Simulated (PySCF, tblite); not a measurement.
# C₂H₈GeNP: dynamics, then NMR shifts on frames

How do NMR shifts of C₂H₈GeNP (`C/N=[CH]\[GeH2][PH2]`) change as the atoms move?

The runs use tblite 0.8.0 and PySCF 2.14.0, with density-fitted response routines of our own; the level of theory stands in each step. All values are computed, except where a source is named. Atoms are numbered from 0 throughout.

**1. Starting geometry**

13 atoms, charge 0, multiplicity 1; geometry from: GFN2-xTB.

Bonds of the start (Å): C0–N1 1.42, N1–C2 1.25, C2–Ge3 2.00, Ge3–P4 2.31, C0–H5 1.09, C0–H6 1.10, C0–H7 1.09, C2–H8 1.09, Ge3–H9 1.52, Ge3–H10 1.52, P4–H11 1.39, P4–H12 1.39.

**2. Dynamics with GFN2-xTB**

Job settings and geometry (Å):

```
{"job": {"kind": "md", "xc": "GFN2-xTB", "basis": "xTB", "temperature": 300, "steps": 2000, "every": 50, "frames": 5}, "charge": 0, "multiplicity": 1}
C      1.965730     0.639041     0.189616
N      1.674975    -0.260080    -0.871654
C      0.586348    -0.868478    -0.934067
Ge    -0.988376    -0.814881     0.301425
P     -2.002903     1.246154     0.530587
H      2.847171     0.272479     0.717233
H      1.128527     0.751488     0.898485
H      2.216449     1.608829    -0.242104
H      0.459382    -1.524358    -1.791158
H     -1.920545    -1.889998    -0.229469
H     -0.619533    -1.317901     1.683988
H     -3.285062     0.720190     0.572978
H     -2.066551     1.438001    -0.843588
```

With the program's defaults for keys left out, this is: GFN2-xTB Langevin dynamics, gas phase.

Started as:

```sh
$ OMP_NUM_THREADS=1 python probes_run.py task.json out
```

One launch serves the whole session: the jobs run in the order shown.

Output:

```text
t/fs     T/K      E/eV
    0.0   250.0   -426.91094
   25.0   152.5   -426.74818
   50.0   129.3   -426.67324
   75.0   169.1   -426.63154
  100.0   229.9   -426.55397
  125.0   299.6   -426.52135
  150.0   276.1   -426.46276
  175.0   260.7   -426.29910
  200.0   294.1   -426.47021
  225.0   288.1   -426.48288
  250.0   242.1   -426.47228
  275.0   401.1   -426.59458
  300.0   296.1   -426.38856
  325.0   313.9   -426.43573
  350.0   364.1   -426.44357
  375.0   405.4   -426.56299
  400.0   384.4   -426.37079
  425.0   442.8   -426.45476
  450.0   347.1   -426.50271
  475.0   309.4   -426.46528
  500.0   434.2   -426.46398
  525.0   267.7   -426.31023
  550.0   400.8   -426.46270
  575.0   349.8   -426.40345
  600.0   347.5   -426.42010
  625.0   275.5   -426.27456
  650.0   364.3   -426.38992
  675.0   336.7   -426.36228
  700.0   366.4   -426.26634
  725.0   303.9   -426.09694
  750.0   317.6   -426.21184
  775.0   360.2   -426.24101
  800.0   531.2   -426.39322
  825.0   483.1   -426.39550
  850.0   319.6   -426.22661
  875.0   405.3   -426.40577
  900.0   341.4   -426.51383
  925.0   322.2   -426.49059
  950.0   304.1   -426.38069
  975.0   362.0   -426.57555
 1000.0   356.4   -426.65943
```

Run time: 9.1 s. Hardware: 1 thread of INTEL XEON PLATINUM 8581C at 2.30GHz, shared host; peak memory 0.18 GiB.

Distance from the start (root mean square after alignment): 0 fs 0.00 Å, 200 fs 0.31 Å, 400 fs 0.36 Å, 600 fs 0.89 Å, 800 fs 0.89 Å, 1000 fs 1.23 Å.

Positions (Å) and forces (eV/Å) at 1000 fs:

```xyz
13

C     1.285    0.043    0.861    0.934    0.595    0.478
N     0.918   -1.265    0.573    1.688   -0.516   -0.402
C    -0.199   -1.750    0.692   -1.637   -1.350   -0.354
Ge   -1.906   -0.864    1.255   -0.165   -0.108   -0.215
P    -3.331    0.296   -0.200    0.221    0.024    0.395
H     0.467    0.712    1.087   -0.432    0.373    0.093
H     1.914    0.461    0.083   -0.131   -0.011   -0.542
H     1.983   -0.010    1.707   -0.250    0.035    0.218
H    -0.268   -2.843    0.461   -0.063    0.822    0.141
H    -2.645   -1.935    2.018   -0.106   -0.005   -0.027
H    -1.447    0.043    2.333   -0.089    0.421    0.592
H    -2.350    0.252   -1.155    0.129   -0.053   -0.475
H    -2.878    1.565    0.188   -0.100   -0.227    0.098
```

**3. NMR shieldings: 250 fs, PBE0/pcSseg-1**

Job settings and geometry (Å):

```
{"job": {"kind": "nmr", "xc": "PBE0", "basis": "pcSseg-1", "pop": false}, "charge": 0, "multiplicity": 1}
C      1.773900     0.239200     0.337200
N      1.187100    -0.307100    -0.818700
C      0.037600    -0.747500    -0.856000
Ge    -1.302700    -0.782300     0.586000
P     -2.055000     1.363400     0.722700
H      2.714400    -0.276800     0.637000
H      1.039600     0.041800     1.143500
H      2.007900     1.269600     0.175600
H     -0.256800    -1.112600    -1.847400
H     -2.500100    -1.663100     0.337400
H     -0.710300    -1.444700     1.892000
H     -3.446000     1.105300     0.786100
H     -2.388400     1.558800    -0.603100
```

With the program's defaults for keys left out, this is: GIAO PBE0/pcSseg-1 NMR shielding, non-relativistic, gas phase.

Output:

```text
coarse grid: 49088 points
cycle   1  E = -2553.2106518477  dE = -2.275e-01  |g| = 8.847e-01  |ddm| = 3.277e+00
cycle   2  E = -2553.1510785905  dE =  5.957e-02  |g| = 9.895e-01  |ddm| = 1.143e+00
cycle   3  E = -2553.2620793464  dE = -1.110e-01  |g| = 2.252e-01  |ddm| = 8.670e-01
cycle   4  E = -2553.2721892424  dE = -1.011e-02  |g| = 7.989e-02  |ddm| = 2.015e-01
cycle   5  E = -2553.2733142534  dE = -1.125e-03  |g| = 8.244e-03  |ddm| = 5.469e-02
cycle   6  E = -2553.2733315343  dE = -1.728e-05  |g| = 3.137e-03  |ddm| = 1.375e-02
cycle   7  E = -2553.2733342083  dE = -2.674e-06  |g| = 6.387e-04  |ddm| = 3.683e-03
final grid: 101352 points
cycle   8  E = -2553.2733141180  dE = -1.697e-08  |g| = 7.418e-04  |ddm| = 2.449e-03
cycle   9  E = -2553.2733140566  dE =  6.141e-08  |g| = 9.425e-04  |ddm| = 1.883e-03
cycle  10  E = -2553.2733142503  dE = -1.937e-07  |g| = 4.168e-05  |ddm| = 9.814e-04
cycle  11  E = -2553.2733142508  dE = -4.966e-10  |g| = 1.280e-05  |ddm| = 7.162e-05
converged SCF energy = -2553.2733142508

GIAO shielding tensors (ppm)
atom      isotropic    diamagn.    paramagn.     s11        s22        s33       span
  0 C      134.202     252.413    -118.211    110.443    120.221    171.942     61.499
  1 N     -184.839     328.808    -513.646   -686.204   -155.744    287.431    973.635
  2 C       25.158     255.928    -230.769    -67.421     32.317    110.578    177.999
  3 Ge    1593.846    2757.579   -1163.733   1492.879   1542.734   1745.926    253.047
  4 P      623.921     965.534    -341.613    485.365    678.433    707.965    222.600
  5 H       27.109      28.772      -1.663     24.635     25.279     31.415      6.780
  6 H       28.065      32.279      -4.214     24.414     27.434     32.348      7.934
  7 H       27.885      30.904      -3.019     25.368     27.121     31.166      5.798
  8 H       23.221      30.541      -7.320     19.612     21.766     28.283      8.671
  9 H       27.266      29.669      -2.403     19.924     22.792     39.080     19.155
 10 H       26.147      28.080      -1.933     19.819     22.336     36.285     16.465
 11 H       29.770      27.665       2.105     24.010     26.067     39.232     15.222
 12 H       30.584      29.632       0.952     25.011     27.888     38.854     13.843
```

Wall time 19 s (1 thread of INTEL XEON PLATINUM 8581C at 2.30GHz, shared host); peak memory 0.84 GiB.

The references, computed at this level on geometries of the same kind, shield at (ppm): 1H TMS 31.72, 13C TMS 186.9, 15N NH3 267.7, 31P H3PO4 318.4, 73Ge GeMe4 1331. Their shielding less the atom's gives the shift. The references are single molecules in the gas phase, so shifts against H2O, NH3, PH3, H3PO4 or CFCl3 are not on the usual liquid scales and can be off by tens of ppm. Each atom is listed at this fixed geometry, with no averaging over motion; a spectrum would average atoms that exchange fast.

```tsv
atoms	environment	σ (ppm)	δ (ppm)
C2	C=N carbon	25.2	161.8
C0	methyl carbon bonded to N	134.2	52.7
H8	hydrogen on a C=N carbon	23.22	8.50
H10	hydrogen on a germanium bonded to C, P	26.15	5.57
H5	hydrogen on a methyl carbon bonded to N	27.11	4.61
H9	hydrogen on a germanium bonded to C, P	27.27	4.45
H7	hydrogen on a methyl carbon bonded to N	27.89	3.83
H6	hydrogen on a methyl carbon bonded to N	28.07	3.65
H11	hydrogen on a phosphorus bonded to Ge	29.77	1.95
H12	hydrogen on a phosphorus bonded to Ge	30.58	1.13
N1	imine nitrogen	-184.8	452.6
Ge3	germanium bonded to C, P, 2 H	1594	-263
P4	phosphorus bonded to Ge, 2 H	623.9	-305.5
```

The fields below are evaluated on a grid from the run's orbitals.

Frontier orbitals at PBE0/pcSseg-1, with the share of their density that lies nearest to each atom:

```tsv
orbital	energy (eV)	lies on
HOMO	-6.61	N1 49 %; Ge3 10 %; C2 8 %
LUMO	-0.77	C2 30 %; N1 30 %; Ge3 7 %
```

ELF in a plane through or near 6 of the atoms.

Ten even steps from ' ' (0.00) to '@' (1.00):
```
                                                        
                                                        
                              ..==**++--..              
                            ..**%%%%%%**--              
              ++%%##::      --%%@@@@@@##==..            
            ++@@@@@@%%      ::%%@@**--==++++++--        
            ==@@@@@@##..    ..**##..##..##@@@@@@==      
          ..::##@@%%**::    ..++**..%%..@@@@@@@@**      
        --######----++==    ..==%%**::==@@@@@@@@++      
        ##@@@@@@--::**--  ..::--++####++++%%@@##::      
        ##@@@@@@**++==    ----..--::==::........        
        --%%%%**::::..  ::++::++##----==..              
          ..::      ....==**----**..##@@##::            
                    ..::--====::::**@@@@@@%%..          
                      ......::::++@@@@@@@@@@..          
                                --%%@@@@@@**            
                                ..==##%%++              
                                    ..                  
                                                        
                                                        
```
The map spans 11.7 Å across and 8.7 Å up, centred on the molecule. Atoms in the plane (x, y in Å): C0 (-2.0, 0.5), Ge3 (1.0, -0.7), P4 (1.9, 1.3), H7 (-2.2, 1.5), H9 (2.1, -1.7), H11 (3.2, 1.0).

log10 of the density (e/Å³) in the same plane.

Values, 10 rows by 14 columns:
```
-4.0 -4.0 -4.0 -4.0 -4.0 -4.0 -4.0 -4.0 -3.4 -3.2 -3.4 -4.0 -4.0 -4.0
-4.0 -4.0 -4.0 -3.9 -3.5 -3.6 -3.6 -2.8 -2.1 -1.9 -2.2 -3.0 -4.0 -4.0
-4.0 -4.0 -3.7 -2.4 -1.7 -2.1 -2.6 -1.9 -1.0 -0.7 -1.2 -2.1 -3.0 -4.0
-4.0 -4.0 -2.6 -1.3  0.0 -0.7 -1.8 -1.4 -0.3  1.6 -0.2 -0.8 -2.1 -3.5
-4.0 -3.5 -1.9 -0.6  0.6  0.0 -1.2 -1.2 -0.3 -0.1 -0.2 -0.6 -2.0 -3.4
-4.0 -3.4 -1.8 -0.4 -0.1 -0.3 -0.8 -0.4  0.5 -0.4 -1.2 -1.8 -2.7 -3.9
-4.0 -4.0 -2.7 -1.8 -1.5 -1.2 -0.7 -0.2  1.2 -0.2 -1.0 -2.3 -3.6 -4.0
-4.0 -4.0 -4.0 -3.3 -2.6 -2.0 -1.5 -1.2 -0.7 -0.1 -0.9 -2.4 -3.8 -4.0
-4.0 -4.0 -4.0 -4.0 -4.0 -3.3 -2.8 -2.5 -2.0 -1.7 -2.1 -3.1 -4.0 -4.0
-4.0 -4.0 -4.0 -4.0 -4.0 -4.0 -4.0 -3.6 -3.2 -3.1 -3.5 -4.0 -4.0 -4.0
```
The map spans 11.7 Å across and 8.7 Å up, centred on the molecule. Atoms in the plane (x, y in Å): C0 (-2.0, 0.5), Ge3 (1.0, -0.7), P4 (1.9, 1.3), H7 (-2.2, 1.5), H9 (2.1, -1.7), H11 (3.2, 1.0).

On the surface of density 0.002 e/bohr³ the electrostatic potential runs, from the 1st to the 99th percentile, from -1.49 V near N1 to 0.95 V near H8.

**4. Shielding tensors: 425 fs, PBE0/pcSseg-1**

Job settings and geometry (Å):

```
{"job": {"kind": "nmr", "xc": "PBE0", "basis": "pcSseg-1", "pop": false}, "charge": 0, "multiplicity": 1}
C      1.772400     0.156600     0.408300
N      1.202500    -0.787900    -0.530700
C     -0.050900    -1.045300    -0.436300
Ge    -1.465000    -0.855700     0.947900
P     -2.758600     1.075000     1.120900
H      2.533600    -0.256100     1.028100
H      1.093700     0.668900     1.147000
H      2.153200     0.987100    -0.222600
H     -0.463500    -1.662000    -1.275100
H     -2.122400    -2.264500     0.894300
H     -0.803600    -0.840000     2.387000
H     -3.906200     0.670700     0.315300
H     -2.065900     1.609700    -0.003500
```

Level: GIAO PBE0/pcSseg-1 NMR shielding, non-relativistic, gas phase.

Output:

```text
coarse grid: 49088 points
cycle   1  E = -2553.2198029524  dE = -5.072e-01  |g| = 8.687e-01  |ddm| = 3.224e+00
cycle   2  E = -2553.1659212398  dE =  5.388e-02  |g| = 9.568e-01  |ddm| = 1.023e+00
cycle   3  E = -2553.2631998785  dE = -9.728e-02  |g| = 2.505e-01  |ddm| = 7.863e-01
cycle   4  E = -2553.2760013774  dE = -1.280e-02  |g| = 8.600e-02  |ddm| = 2.104e-01
cycle   5  E = -2553.2773421167  dE = -1.341e-03  |g| = 8.732e-03  |ddm| = 5.863e-02
cycle   6  E = -2553.2773626149  dE = -2.050e-05  |g| = 2.861e-03  |ddm| = 1.475e-02
cycle   7  E = -2553.2773649440  dE = -2.329e-06  |g| = 7.729e-04  |ddm| = 3.534e-03
final grid: 101352 points
cycle   8  E = -2553.2773368420  dE =  4.028e-08  |g| = 9.596e-04  |ddm| = 2.643e-03
cycle   9  E = -2553.2773366669  dE =  1.750e-07  |g| = 1.285e-03  |ddm| = 2.388e-03
cycle  10  E = -2553.2773370770  dE = -4.100e-07  |g| = 9.641e-05  |ddm| = 1.353e-03
cycle  11  E = -2553.2773370792  dE = -2.175e-09  |g| = 3.430e-05  |ddm| = 9.840e-05
cycle  12  E = -2553.2773370794  dE = -2.442e-10  |g| = 4.301e-06  |ddm| = 2.428e-05
converged SCF energy = -2553.2773370794

GIAO shielding tensors (ppm)
atom      isotropic    diamagn.    paramagn.     s11        s22        s33       span
  0 C      132.965     250.093    -117.127    106.742    118.935    173.218     66.476
  1 N     -187.279     326.753    -514.032   -640.481   -181.418    260.062    900.542
  2 C        3.512     255.765    -252.253   -102.021      5.335    107.222    209.243
  3 Ge    1570.633    2757.702   -1187.069   1502.804   1585.911   1623.184    120.379
  4 P      604.165     965.550    -361.385    545.476    603.498    663.522    118.046
  5 H       28.182      29.987      -1.806     25.452     26.975     32.119      6.668
  6 H       28.162      32.302      -4.140     25.166     29.134     30.185      5.018
  7 H       27.366      29.727      -2.361     24.762     25.923     31.411      6.649
  8 H       22.529      30.193      -7.664     18.889     20.077     28.620      9.731
  9 H       26.765      28.335      -1.571     21.042     21.553     37.699     16.657
 10 H       26.317      28.832      -2.515     20.612     22.239     36.099     15.486
 11 H       28.732      27.875       0.856     23.521     25.497     37.177     13.655
 12 H       29.426      29.370       0.056     23.513     28.019     36.747     13.234
```

Run time: 13 s. Hardware: 1 thread of INTEL XEON PLATINUM 8581C at 2.30GHz, shared host; peak memory 0.8 GiB.

Key values: δ C2 183.4, C0 54.0, N1 455.0, Ge3 -240, H8 9.19, H10 5.40 ppm.

(Part 1 of 2 ends here.)
